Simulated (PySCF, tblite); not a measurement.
# C7H13N3: geometry, infrared bands and NMR shifts

What infrared bands and NMR shifts should C7H13N3 (`CCn1ncc(C(C)C)n1`) show?

Computed with tblite 0.8.0 and PySCF 2.14.0, with density-fitted response routines of our own, on a single molecule in the gas phase. Atoms are numbered from 0 throughout.

### Step 1. The molecule as given

23 atoms, charge 0, multiplicity 1; geometry from: force field or distance geometry start.

Bonds of the start (Å): C0–C1 1.53, C1–N2 1.44, N2–N3 1.35, N3–C4 1.34, C4–C5 1.42, C5–C6 1.49, C6–C7 1.53, C6–C8 1.54, C5–N9 1.34, N9–N2 1.36, C0–H10 1.10, C0–H11 1.10, C0–H12 1.08, C1–H13 1.10, C1–H14 1.08, C4–H15 1.09, C6–H16 1.09, C7–H17 1.11, C7–H18 1.10, C7–H19 1.09, C8–H20 1.10, C8–H21 1.09, C8–H22 1.11.

### Step 2. Optimising the geometry with GFN2-xTB

Job settings and geometry (Å):

```
{"job": {"kind": "relax", "xc": "GFN2-xTB", "basis": "xTB"}, "charge": 0, "multiplicity": 1}
C      3.652200    -0.677400     0.260400
C      2.911400     0.434700    -0.492500
N      1.533700     0.519700    -0.089300
N      1.136500     1.321800     0.919100
C     -0.180500     1.090300     0.954700
C     -0.538100     0.172700    -0.065200
C     -1.874700    -0.375600    -0.429100
C     -2.829000     0.729200    -0.871100
C     -2.479100    -1.183800     0.728000
N      0.568800    -0.190500    -0.724400
H      3.181700    -1.651500     0.065200
H      3.615100    -0.507500     1.344600
H      4.685400    -0.718900    -0.043800
H      3.386600     1.400900    -0.288700
H      2.943900     0.263400    -1.561600
H     -0.806000     1.594200     1.686300
H     -1.749100    -1.064300    -1.268700
H     -3.792900     0.293700    -1.197900
H     -3.039400     1.440000    -0.062000
H     -2.411700     1.289000    -1.711200
H     -3.439200    -1.624600     0.430200
H     -1.814100    -1.986600     1.039300
H     -2.666200    -0.541700     1.615500
```

The run is started by

```
$ OMP_NUM_THREADS=1 python probes_run.py task.json out
```

The driver reads the jobs from task.json and runs them one after another.

The program printed:

```text
step      E/eV     max force
  0    -826.69883    2.766
  1    -826.85337    0.673
  2    -826.86923    0.222
  3    -826.87189    0.122
  4    -826.87450    0.097
  5    -826.87610    0.112
  6    -826.87790    0.098
  7    -826.87905    0.069
  8    -826.87976    0.054
  9    -826.88022    0.046
 10    -826.88066    0.053
 11    -826.88111    0.053
 12    -826.88152    0.052
 13    -826.88180    0.043
 14    -826.88198    0.029
 15    -826.88212    0.030
 16    -826.88226    0.037
 17    -826.88241    0.037
 18    -826.88255    0.029
 19    -826.88269    0.036
 20    -826.88283    0.033
 21    -826.88297    0.031
 22    -826.88309    0.024
 23    -826.88319    0.022
 24    -826.88329    0.026
 25    -826.88337    0.025
 26    -826.88345    0.018
 27    -826.88351    0.018
 28    -826.88357    0.016
 29    -826.88363    0.022
 30    -826.88369    0.019
 31    -826.88373    0.016
 32    -826.88376    0.014
 33    -826.88379    0.017
 34    -826.88382    0.015
 35    -826.88385    0.013
 36    -826.88388    0.013
 37    -826.88390    0.011
 38    -826.88392    0.010
```

Run time: 0.31 s. Hardware: 1 thread of Arm Neoverse V1, shared host; peak memory 0.18 GiB.

Relaxation path: (not every step is listed)

```csv
step,energy from step 0 (eV),largest force (eV/Å)
0,0.0000,2.7664
1,-0.1545,0.6727
2,-0.1704,0.2216
3,-0.1731,0.1224
4,-0.1757,0.0966
5,-0.1773,0.1116
6,-0.1791,0.0982
7,-0.1802,0.0694
8,-0.1809,0.0538
10,-0.1818,0.0528
12,-0.1827,0.0519
14,-0.1831,0.0294
16,-0.1834,0.0365
18,-0.1837,0.0294
20,-0.1840,0.0332
22,-0.1843,0.0244
24,-0.1845,0.0258
26,-0.1846,0.0185
28,-0.1847,0.0164
30,-0.1849,0.0188
32,-0.1849,0.0142
33,-0.1850,0.0166
34,-0.1850,0.0152
35,-0.1850,0.0131
36,-0.1850,0.0131
37,-0.1851,0.0115
38,-0.1851,0.0097
```

Distances of close pairs at the start and the end, largest changes first:

```csv
bond,before (Å),after (Å),change (Å)
N2–N9,1.356,1.312,-0.044
N2–N3,1.348,1.310,-0.038
C8–H22,1.111,1.088,-0.023
C7–H17,1.107,1.088,-0.019
C4–H15,1.086,1.070,-0.017
C4–C5,1.418,1.403,-0.015
N3–C4,1.338,1.324,-0.013
C0–H10,1.099,1.087,-0.012
```

The next job starts from the end point, and lists it.

### Step 3. Vibrational analysis with GFN2-xTB

Job settings and geometry (Å):

```
{"job": {"kind": "ir", "xc": "GFN2-xTB", "basis": "xTB"}, "charge": 0, "multiplicity": 1}
C      3.608971    -0.672979     0.270298
C      2.903331     0.444548    -0.492663
N      1.522971     0.534628    -0.113318
N      1.111799     1.278202     0.884257
C     -0.194042     1.066946     0.944335
C     -0.539345     0.158483    -0.066943
C     -1.873156    -0.398034    -0.435620
C     -2.810538     0.731301    -0.867811
C     -2.466300    -1.178637     0.738690
N      0.579936    -0.153558    -0.711895
H      3.132209    -1.627443     0.061705
H      3.563677    -0.483559     1.339891
H      4.650552    -0.727958    -0.032938
H      3.366013     1.408613    -0.271605
H      2.935739     0.251472    -1.567009
H     -0.805269     1.556789     1.673169
H     -1.720179    -1.079211    -1.278662
H     -3.770299     0.325984    -1.179912
H     -2.977967     1.422044    -0.044196
H     -2.380860     1.285241    -1.699687
H     -3.420926    -1.615727     0.454567
H     -1.794830    -1.978899     1.042391
H     -2.626236    -0.521259     1.590677
```

The program printed:

```text
mode    cm-1     km/mol
  1      20.6      0.03
  2      26.2      0.25
  3     105.1      0.72
  4     150.8      0.22
  5     156.2      1.17
  6     202.6      0.01
  7     205.3      0.02
  8     236.1      0.51
  9     281.4      0.57
 10     355.1      2.38
 11     363.1      2.02
 12     430.1      1.54
 13     484.6      1.66
 14     637.7      1.17
 15     662.1      5.36
 16     705.8      0.68
 17     726.2      0.47
 18     820.2      2.62
 19     827.0      2.71
 20     929.3      3.38
 21     946.9      2.78
 22     986.5      0.03
 23     992.8     45.54
 24    1028.2     25.34
 25    1038.6      1.38
 26    1063.1     35.23
 27    1089.1     10.12
 28    1091.6      9.70
 29    1136.6      2.47
 30    1145.4      4.13
 31    1180.9      1.29
 32    1228.5      5.87
 33    1289.3      0.87
 34    1307.4      1.78
 35    1313.1      8.42
 36    1340.6     39.55
 37    1375.3     42.50
 38    1398.0      7.68
 39    1402.7      2.60
 40    1404.6      6.13
 41    1415.2      2.23
 42    1428.5      1.01
 43    1438.1     26.41
 44    1485.5      5.72
 45    1493.7      3.96
 46    1494.6      1.58
 47    1495.8      0.04
 48    1502.3      1.83
 49    1505.1     10.75
 50    1535.1     10.92
 51    2952.4     26.21
 52    2984.5     15.61
 53    2987.5     10.95
 54    3028.3     13.56
 55    3029.2      0.97
 56    3033.1     92.26
 57    3034.2     41.49
 58    3037.9     39.07
 59    3038.7     35.67
 60    3049.5     23.40
 61    3050.4     15.85
 62    3054.4     29.76
 63    3189.4     22.16
```

It took 1 s on 1 thread of Arm Neoverse V1, shared host; peak memory 0.18 GiB.

Which atoms move in the most intense modes:

```csv
cm⁻¹,km/mol,atoms
993,45.5,"N3 19 %, H12 19 %, C0 14 %, H15 11 %"
1063,35.2,"H16 15 %, N9 12 %, H15 11 %"
1341,39.5,"N2 35 %, C1 23 %"
1375,42.5,"N2 51 %, N3 15 %, N9 13 %"
3033,92.3,"H17 33 %, H20 23 %, H18 20 %, H22 13 %"
3034,41.5,"H19 39 %, H21 38 %"
3038,39.1,"H21 33 %, H22 32 %, H20 20 %, H19 11 %"
3039,35.7,"H18 35 %, H17 28 %, H19 23 %"
```

### Step 4. Shielding tensors: PBE0/pcSseg-1

Settings changed since step 3:

```diff
@@ -1,2 +1,2 @@
-{"job": {"kind": "ir", "xc": "GFN2-xTB", "basis": "xTB"}, "charge": 0, "multiplicity": 1}
+{"job": {"kind": "nmr", "xc": "PBE0", "basis": "pcSseg-1"}, "charge": 0, "multiplicity": 1}
 C      3.608971    -0.672979     0.270298
```

Method: GIAO PBE0/pcSseg-1 NMR shielding, non-relativistic, gas phase.

The program printed:

```text
coarse grid: 18848 points
cycle   1  E = -438.1046966440  dE =  1.608e+00  |g| = 5.836e-01  |ddm| = 4.281e+00
cycle   2  E = -438.0185754783  dE =  8.612e-02  |g| = 8.915e-01  |ddm| = 1.100e+00
cycle   3  E = -438.1795423055  dE = -1.610e-01  |g| = 1.535e-01  |ddm| = 6.919e-01
cycle   4  E = -438.1842982822  dE = -4.756e-03  |g| = 5.730e-02  |ddm| = 1.677e-01
cycle   5  E = -438.1850296509  dE = -7.314e-04  |g| = 1.344e-02  |ddm| = 4.983e-02
cycle   6  E = -438.1850622919  dE = -3.264e-05  |g| = 4.683e-03  |ddm| = 1.286e-02
cycle   7  E = -438.1850667467  dE = -4.455e-06  |g| = 1.416e-03  |ddm| = 4.681e-03
final grid: 181272 points
cycle   8  E = -438.2410425858  dE = -5.342e-05  |g| = 9.573e-03  |ddm| = 3.754e-02
cycle   9  E = -438.2410345451  dE =  8.041e-06  |g| = 1.137e-02  |ddm| = 1.753e-02
cycle  10  E = -438.2410646350  dE = -3.009e-05  |g| = 2.400e-03  |ddm| = 9.626e-03
cycle  11  E = -438.2410658612  dE = -1.226e-06  |g| = 3.570e-04  |ddm| = 2.116e-03
cycle  12  E = -438.2410658866  dE = -2.543e-08  |g| = 1.283e-04  |ddm| = 4.300e-04
cycle  13  E = -438.2410658904  dE = -3.769e-09  |g| = 3.265e-05  |ddm| = 1.424e-04
cycle  14  E = -438.2410658906  dE = -1.843e-10  |g| = 1.604e-05  |ddm| = 3.747e-05
converged SCF energy = -438.2410658906

GIAO shielding tensors (ppm)
atom      isotropic    diamagn.    paramagn.     s11        s22        s33       span
  0 C      167.625     246.449     -78.825    154.147    161.668    187.059     32.912
  1 C      135.664     244.289    -108.625    114.701    120.269    172.021     57.320
  2 N       -9.140     340.193    -349.333   -123.546     13.748     82.377    205.923
  3 N      -98.872     328.283    -427.155   -328.571   -132.670    164.626    493.197
  4 C       52.208     254.112    -201.904    -31.658     52.920    135.363    167.021
  5 C       26.363     256.939    -230.576    -31.348     -5.063    115.500    146.848
  6 C      156.534     244.077     -87.543    148.644    156.356    164.602     15.958
  7 C      160.038     246.842     -86.804    145.860    150.854    183.401     37.541
  8 C      160.332     247.512     -87.180    146.260    151.347    183.390     37.130
  9 N      -86.241     329.609    -415.850   -290.259   -119.760    151.294    441.553
 10 H       30.159      30.764      -0.605     25.553     29.775     35.149      9.596
 11 H       30.163      29.751       0.412     25.788     29.334     35.368      9.579
 12 H       30.559      26.134       4.425     26.863     26.885     37.929     11.066
 13 H       27.294      29.700      -2.406     23.041     26.910     31.931      8.891
 14 H       27.300      30.656      -3.356     23.004     27.271     31.626      8.622
 15 H       24.196      34.018      -9.822     21.515     23.048     28.025      6.510
 16 H       28.587      32.559      -3.971     24.492     27.236     34.034      9.543
 17 H       30.401      28.776       1.625     26.380     27.411     37.412     11.033
 18 H       30.571      30.589      -0.018     26.772     29.653     35.289      8.517
 19 H       30.343      30.156       0.187     25.961     28.653     36.417     10.457
 20 H       30.389      29.287       1.102     26.380     27.431     37.354     10.974
 21 H       30.326      30.940      -0.613     25.949     28.696     36.334     10.386
 22 H       30.544      31.129      -0.585     26.813     29.564     35.253      8.440
```

It took 48 s on 1 thread of Arm Neoverse V1, shared host; peak memory 1.1 GiB.

The references, computed at this level on geometries of the same kind, shield at (ppm): 1H TMS 31.72, 13C TMS 186.9, 15N NH3 267.7. Their shielding less the atom's gives the shift. The references are single molecules in the gas phase, so shifts against H2O, NH3, PH3, H3PO4 or CFCl3 are not on the usual liquid scales and can be off by tens of ppm. Atoms listed in one row are averaged.

```csv
atoms,environment,σ (ppm),δ (ppm),δ scaled to CDCl3
C5,substituted aromatic carbon next to a ring nitrogen,26.4,160.6,154.8
C4,aromatic CH next to a ring nitrogen,52.2,134.7,129.6
C1,sp3 CH2 bonded to N,135.7,51.3,48.1
C6,sp3 CH on an aromatic ring,156.5,30.4,27.7
"C7, C8",methyl carbon,160.2,26.7,24.2
C0,methyl carbon,167.6,19.3,16.9
H15,hydrogen on an aromatic CH next to a ring nitrogen,24.20,7.52,7.20
"H13, H14",hydrogen on an sp3 CH2 bonded to N,27.30,4.42,4.27
H16,hydrogen on an sp3 CH on an aromatic ring,28.59,3.13,3.06
"H10, H11, H12",hydrogen on a methyl carbon,30.29,1.42,1.45
"H17, H18, H19, H20, H21, H22",hydrogen on a methyl carbon,30.43,1.29,1.32
N3,pyridine-type nitrogen of an azole,-98.9,366.6,–
N9,pyridine-type nitrogen of an azole,-86.2,354.0,–
N2,pyrrole-type ring nitrogen,-9.1,276.9,–
```

The scaled column applies a straight-line fit of computed shieldings to shifts measured in CDCl3 (root-mean-square error 0.16 ppm for H, 1.9 ppm for C).

Charges from the same density, by scheme (e):

```csv
atoms,Mulliken,IAO,Hirshfeld,ESP fit
C0,-0.29,-0.43,-0.12,-0.19
C1,0.04,-0.15,-0.01,0.07
N2,-0.25,0.15,0.10,0.55
N3,-0.20,-0.24,-0.14,-0.53
C4,0.05,-0.12,-0.04,-0.03
C5,0.09,0.05,0.03,0.29
C6,-0.30,-0.11,-0.02,0.38
"C7, C8",-0.20,-0.41,-0.12,-0.53
N9,-0.24,-0.26,-0.14,-0.65
```

Mayer bond orders: C0–C1 1.05, C1–N2 0.88, N2–N3 1.24, N3–C4 1.50, C4–C5 1.32, C5–C6 1.00, C6–C7 1.03, C6–C8 1.03, C5–N9 1.46, N9–N2 1.22.

Ring of atoms N2, N3, C4, C5, N9: NICS(0) -13.0, NICS(1) -13.1, NICS(1)zz -31.9 ppm (means of both faces).

### Step 5. What came out

```
                                                               quantity                                     value
                              strongest single infrared mode (GFN2-xTB)                      3033 cm⁻¹, 92 km/mol
                                           zero-point energy (GFN2-xTB)                            123.4 kcal/mol
13C shifts against TMS (PBE0/pcSseg-1, means over atoms taken as alike)  160.6, 134.7, 51.3, 30.4, 26.7, 19.3 ppm
 1H shifts against TMS (PBE0/pcSseg-1, means over atoms taken as alike)          7.52, 4.42, 3.13, 1.42, 1.29 ppm
                                 15N shifts against NH3 (PBE0/pcSseg-1)                   366.6, 354.0, 276.9 ppm
```

Relaxing lowered the energy by 0.185 eV in 38 steps; the close pair that moved most is N2–N9, from 1.356 to 1.312 Å. No mode is imaginary among the 63: a minimum at this level. GFN2-xTB is a fitted tight-binding method: band positions and strengths are rough. Its intensities can rank the bands wrongly. At PBE0/pcSseg-1: Shielding is most anisotropic at N3 (span 493 ppm, paramagnetic term -427 ppm). NICS(1)zz of -32 ppm above the planar ring from N2 marks a diatropic (aromatic) ring current.
